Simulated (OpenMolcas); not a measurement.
**One shape, several levels: CH3BFNO (SMILES NC1(F)BO1)**

We compute a comparison of 6 runs (HF/3-21G, BLYP/6-31G*, M06-L/6-31G*, PBE/6-31G*, r2SCAN/6-31G*, CCSD(T)/6-31G*) of CH3BFNO. 

The results are computed with OpenMolcas 26.06.

1 further run of the same task is left out (set aside as unsound or not needed).

## Step 1: The molecule

CH3BFNO: 8 atoms, total charge 0, spin state singlet. As SMILES, `NC1(F)BO1`. The shape is that of a PBE0-D4/def2-TZVP optimisation. This is one conformer, not always the lowest.

Bond lengths: N1–C2 1.387 Å, C2–F3 1.372 Å, C2–B4 1.510 Å, C2–O5 1.462 Å, B4–O5 1.335 Å, N1–H6 1.009 Å, N1–H7 1.013 Å, B4–H8 1.182 Å. Some angles: N1–C2–F3 113.8°, N1–C2–B4 127.1°, N1–C2–O5 115.3°, F3–C2–B4 118.6°, F3–C2–O5 108.3°, B4–C2–O5 53.3°, C2–B4–O5 61.5°, C2–O5–B4 65.2°, C2–N1–H6 112.2°, C2–N1–H7 112.6°.

## Step 2: Energy and gradient at HF/3-21G (run 1)

Input file test.input:

```
>>> EXPORT MOLCAS_PRINT=2

&GATEWAY
  BasLib = $CurrDir
  Coord
  8
  angstrom
  N       -0.431000       1.148400       0.184600
  C        0.054100      -0.061200      -0.289600
  F        0.122100      -0.132700      -1.658300
  B        0.337600      -1.307200       0.515100
  O        1.346900      -0.473000       0.255300
  H       -1.439500       1.170100       0.211400
  H       -0.075300       1.941600      -0.336200
  H        0.177200      -2.343100       1.061900
  Basis = 3-21G
  Group = NoSym

&SEWARD

&SCF
  Thresholds = 1e-10 1e-07 1e-07 1e-05
  PrOrbitals = 1 2

&ALASKA
```

The basis set 3-21G is read from a file made from the Basis Set Exchange's data (not shown).

On the command line:

```bash
$ export MOLCAS_MEM=1860
$ pymolcas test.input > test.log
```

The log of the run:

```text
--- Start Module: gateway ---
[...]
--- Stop Module: gateway /rc=_RC_ALL_IS_WELL_ ---
[...]
      Basis functions           51
[...]
--- Start Module: scf ---
[...]
       Convergence after  14 Iterations
[...]
::    Total SCF energy                               -291.4066481115
[...]
      Total spin, S                                     0.0000000000
[...]
      Total electronic charge=   38.000000
      Total            charge=   -0.000000
[...]
      Dipole Moment (debye):
      Origin of the operator (angstrom)=    0.2778   -0.1114   -0.2892
                   X= -2.6317E+00               Y=  1.3339E-01               Z=  4.9179E-01           Total=  2.6806E+00
      Quadrupole Moment (debye*angstrom):
[...]
--- Stop Module: scf /rc=_RC_ALL_IS_WELL_ ---
[...]
--- Start Module: alaska ---
[...]
 *              Molecular gradients               *
 **************************************************
  Irreducible representation: a
 ------------------------------------------------------------------------------------------
                              X                       Y                       Z
 ------------------------------------------------------------------------------------------
  N1                1.36932547723778E-02   -7.17646657741611E-03    1.30478185946838E-02
  C2                3.11069829997956E-03   -6.29909475741852E-03    1.45279406149190E-03
  F3                2.77035156954242E-03    1.61908637265373E-03    1.10184055952587E-02
  B4                1.98065019324281E-02    3.28703606587233E-02   -1.35541349038606E-02
  O5               -3.53982450914021E-02   -1.40416674490095E-02   -1.51620386914697E-03
  H6               -3.55620435365722E-03   -2.18275830843639E-03   -5.99048408450791E-03
  H7               -1.36774986701726E-03    1.70503885958873E-03   -7.48585234238908E-03
  H8                9.41392737746738E-04   -6.49449879865305E-03    3.02765694836871E-03
[...]
--- Stop Module: alaska /rc=_RC_ALL_IS_WELL_ ---
[...]
```

Wall time 3.3 s (1 thread of AMD EPYC 7R43 (Zen 3), shared host); peak memory 0.38 GiB.

## Step 3: Energy and forces at BLYP/6-31G(d) (spherical functions) (run 2)

Input file test.inp:

```
&GATEWAY
 BasLib=$CurrDir
 Coord
 8
 bohr
 N     -0.81447196     2.17016148     0.34884344
 C      0.10223418    -0.11565124    -0.54726469
 F      0.23073556    -0.25076666    -3.13373283
 B      0.63797154    -2.47024999     0.97339793
 O      2.54527212    -0.89384046     0.48244708
 H     -2.72026076     2.21116854     0.39948810
 H     -0.14229638     3.66909224    -0.63532592
 H      0.33485947    -4.42781728     2.00670017
 Basis=6-31Gs
 Group=NoSym

&SEWARD
 GridInput
 Grid=UltraFine
 End of Grid

&SCF
 KSDFT=BLYP
 Thresholds=1e-10 1e-07 1e-07 1e-05
 PrOrbitals=1 2

&ALASKA
```

The basis set 6-31G* is read from a file made from the Basis Set Exchange's data (not shown).

On the command line:

```bash
$ export MOLCAS_MEM=1860
$ pymolcas test.inp > test.log
```

The log of the run:

```text
--- Start Module: gateway ---
[...]
--- Stop Module: gateway /rc=_RC_ALL_IS_WELL_ ---
[...]
      Basis functions           76
[...]
--- Start Module: scf ---
[...]
       Convergence after  17 Iterations
[...]
::    Total KS-DFT energy                            -294.4834624388
[...]
      Total spin, S                                     0.0000000000
[...]
      Total electronic charge=   38.000000
      Total            charge=   -0.000000
[...]
      Dipole Moment (debye):
      Origin of the operator (angstrom)=    0.2778   -0.1114   -0.2892
                   X= -1.7475E+00               Y=  6.0213E-01               Z=  1.6251E-01           Total=  1.8555E+00
      Quadrupole Moment (debye*angstrom):
[...]
--- Stop Module: scf /rc=_RC_ALL_IS_WELL_ ---
[...]
--- Start Module: alaska ---
[...]
 *              Molecular gradients               *
 **************************************************
  Irreducible representation: a
 ------------------------------------------------------------------------------------------
                              X                       Y                       Z
 ------------------------------------------------------------------------------------------
  N1               -1.29319503812386E-03   -6.13606354380636E-03   -1.49856885075685E-02
  C2                1.67565873392057E-02    1.86379229836821E-03   -2.72676291887541E-04
  F3               -9.88084871857420E-04    1.71842156554369E-03    2.29063266371305E-02
  B4                1.12289807679193E-02    1.24971167639991E-02   -5.76398803240163E-03
  O5               -3.41950157378541E-02   -2.90658554422407E-03   -6.81336246422504E-03
  H6                1.13266428863321E-02   -1.53701115279853E-03    2.31046752149966E-04
  H7               -2.84934535317283E-03   -9.14199266931881E-03    6.53556081604378E-03
  H8                1.34300075432803E-05    3.64232228228722E-03   -1.83721890920441E-03
[...]
--- Stop Module: alaska /rc=_RC_ALL_IS_WELL_ ---
[...]
```

Run time: 33 s. Hardware: 1 thread of AMD EPYC 7R43 (Zen 3), shared host; peak memory 0.43 GiB.

Runs 3 to 4 aren't shown in full; the table further down has their settings and results.

## Step 4: Energy and gradient at r2SCAN/6-31G(d) (spherical functions) (run 5)

Input file calc.inp:

```
&GATEWAY
  BasLib
  $CurrDir
  Coord
  8
  angstrom
  N       -0.431000       1.148400       0.184600
  C        0.054100      -0.061200      -0.289600
  F        0.122100      -0.132700      -1.658300
  B        0.337600      -1.307200       0.515100
  O        1.346900      -0.473000       0.255300
  H       -1.439500       1.170100       0.211400
  H       -0.075300       1.941600      -0.336200
  H        0.177200      -2.343100       1.061900
  Basis
  6-31Gs
  Group
  NoSym

&SEWARD
  GridInput
  Grid=UltraFine
  End of Grid

&SCF
  KSDFT
  2
  1.0 MGGA_X_R2SCAN
  1.0 MGGA_C_R2SCAN
  Thresholds
  1e-10 1e-07 1e-07 1e-05
  PrOrbitals
  1 2

&ALASKA
```

The basis set 6-31G* is read from a file made from the Basis Set Exchange's data (not shown).

On the command line:

```bash
$ export MOLCAS_MEM=1860
$ pymolcas calc.inp > calc.log
```

The log of the run:

```text
--- Start Module: gateway ---
[...]
--- Stop Module: gateway /rc=_RC_ALL_IS_WELL_ ---
[...]
      Basis functions           76
[...]
--- Start Module: scf ---
[...]
       Convergence after  18 Iterations
[...]
::    Total KS-DFT energy                            -294.4050893010
[...]
      Total spin, S                                     0.0000000000
[...]
      Total electronic charge=   38.000000
      Total            charge=   -0.000000
[...]
      Dipole Moment (debye):
      Origin of the operator (angstrom)=    0.2778   -0.1114   -0.2892
                   X= -1.8710E+00               Y=  5.4770E-01               Z=  2.2420E-01           Total=  1.9623E+00
      Quadrupole Moment (debye*angstrom):
[...]
--- Stop Module: scf /rc=_RC_ALL_IS_WELL_ ---
[...]
--- Start Module: alaska ---
[...]
 *              Molecular gradients               *
 **************************************************
  Irreducible representation: a
 ------------------------------------------------------------------------------------------
                              X                       Y                       Z
 ------------------------------------------------------------------------------------------
  N1               -1.91890634299474E-03   -2.07531710588960E-03   -7.86885896611000E-03
  C2                1.07554532923100E-02    1.65281264229145E-03   -4.35797023691648E-04
  F3               -1.15069626566333E-03    5.09111208746860E-04    9.80386684749135E-03
  B4                7.46206754234979E-03    4.29245172013459E-03   -1.53797258464561E-03
  O5               -1.79332663794050E-02   -2.56315340395585E-03   -3.01838303382240E-03
  H6                4.23472512862055E-03   -5.70903395728573E-04    8.41326457334202E-04
  H7               -9.17099350744577E-04   -3.15378307916658E-03    3.24349198507412E-03
  H8               -5.32277624419097E-04    1.90878141349460E-03   -1.02767368164836E-03
[...]
--- Stop Module: alaska /rc=_RC_ALL_IS_WELL_ ---
[...]
```

Run time: 39 s. Hardware: 1 thread of AMD EPYC 7R43 (Zen 3), shared host; peak memory 0.43 GiB.

## Step 5: The energy at CCSD(T)/6-31G(d) (spherical functions) (run 6)

Input file calc.inp:

```
&GATEWAY
 BasLib = $CurrDir
 Coord
 8
 angstrom
 N       -0.431000       1.148400       0.184600
 C        0.054100      -0.061200      -0.289600
 F        0.122100      -0.132700      -1.658300
 B        0.337600      -1.307200       0.515100
 O        1.346900      -0.473000       0.255300
 H       -1.439500       1.170100       0.211400
 H       -0.075300       1.941600      -0.336200
 H        0.177200      -2.343100       1.061900
 Basis = 6-31Gs
 Group = NoSym

&SEWARD

&SCF
 Thresholds = 1e-10 1e-07 1e-07 1e-05
 PrOrbitals = 1 1

&RASSCF
 FileOrb = $Project.ScfOrb
 Spin = 1
 Nactel = 0 0 0
 Inactive = 19
 Ras2 = 0
 OutOrbitals = Canonical
 OrbListing = Nothing

&MOTRA
 JobIph
 Frozen = 5

&CCSDT
 CCT
 Triples = 2
 Iterations = 80
 Accuracy = 1e-08
 Extrapolation = 5 4
```

The basis set 6-31G* is read from a file made from the Basis Set Exchange's data (not shown).

On the command line:

```bash
$ export MOLCAS_MEM=1860
$ pymolcas calc.inp > calc.log
```

The log of the run:

```text
--- Start Module: gateway ---
[...]
--- Stop Module: gateway /rc=_RC_ALL_IS_WELL_ ---
[...]
      Basis functions           76
[...]
       Convergence after  15 Iterations
[...]
::    Total SCF energy                               -293.0246284517
[...]
      Total spin, S                                     0.0000000000
[...]
      Number of active orbitals                  0
[...]
      Spin quantum number                      0.0
[...]
      Active orbitals                            0
[...]
      Number of CSFs                             1
[...]
      Number of root(s) required                 1
[...]
      Convergence after  4 iterations
[...]
      Natural orbitals and occupation numbers for root  1
      ************************************************************************************************************************
      *                                                    Final results                                                     *
      ************************************************************************************************************************
[...]
::    RASSCF root number  1 Total energy:   -293.02462845
[...]
      Total electronic charge=   38.000000
      Total            charge=   -0.000000
[...]
      Dipole Moment (debye):
      Origin of the operator (angstrom)=    0.2778   -0.1114   -0.2892
                   X= -2.3422E+00               Y=  1.4285E-01               Z=  5.3454E-01           Total=  2.4066E+00
      Quadrupole Moment (debye*angstrom):
[...]
--- Start Module: motra ---
[...]
      *** WARNING: Default frozen orbitals is overwritten by user input.
      *** Default values:   5
[...]
--- Stop Module: motra /rc=_RC_ALL_IS_WELL_ ---
[...]
--- Start Module: ccsdt ---
[...]
      Convergence after                    17  Iterations
      Total energy (diff) :    -293.75517473      -0.00000000
[...]
 METHOD                       : CCSD+T(CCSD)+<T3(1)WT1> = CCSD(T)
[...]
       CCSD     =      -293.7551747347669
[...]
--- Stop Module: ccsdt /rc=_RC_ALL_IS_WELL_ ---
[...]
```

Wall time 63 s (1 thread of AMD EPYC 7R43 (Zen 3), shared host); peak memory 0.43 GiB.

## Step 6: All runs side by side

```
run                                 level  integration grid      task  energy (Eh)  dipole moment (D) of the reference  HOMO energy (eV)  LUMO energy (eV)  wall time
  1                              HF/3-21G                 –  gradient  -291.406648                                2.68            -11.51              3.45      3.3 s
  2     BLYP/6-31G* (spherical functions)         UltraFine  gradient  -294.483462                                1.86             -5.95             -1.06       33 s
  3    M06-L/6-31G* (spherical functions)         UltraFine  gradient  -294.524546                                2.00             -6.55             -0.89       37 s
  4      PBE/6-31G* (spherical functions)         UltraFine  gradient  -294.228578                                1.85             -6.11             -1.24       35 s
  5   r2SCAN/6-31G* (spherical functions)         UltraFine  gradient  -294.405089                                1.96             -6.53             -0.95       39 s
  6  CCSD(T)/6-31G* (spherical functions)                 –    energy  -293.775963                                2.41            -11.49              3.64       63 s
```

## Step 7: Summary of results

```
                                          quantity          value
                               run 6: total energy  -293.77596 Eh
         run 6: dipole moment (mean-field density)         2.41 D
        run 6: HOMO energy (Hartree–Fock orbitals)      -11.49 eV
        run 6: LUMO energy (Hartree–Fock orbitals)        3.64 eV
      run 6: HOMO–LUMO gap (Hartree–Fock orbitals)       15.13 eV
run 6: correlation energy (5 core orbitals frozen)     -751.3 mEh
                             run 6: (T) correction     -20.79 mEh
```

In words: Over runs 1, 2, 3, 4, 5 the dipole moment (its size) runs from 1.85 D (PBE/6-31G*) to 2.68 D (HF/3-21G). The two ends differ in method and basis. Over runs 1, 2, 3, 4, 5 the HOMO–LUMO gap runs from 4.87 eV (PBE/6-31G*) to 14.96 eV (HF/3-21G). Totals of different functionals can't be ranked against each other. All runs together took 3.5 min, the longest 63 s.
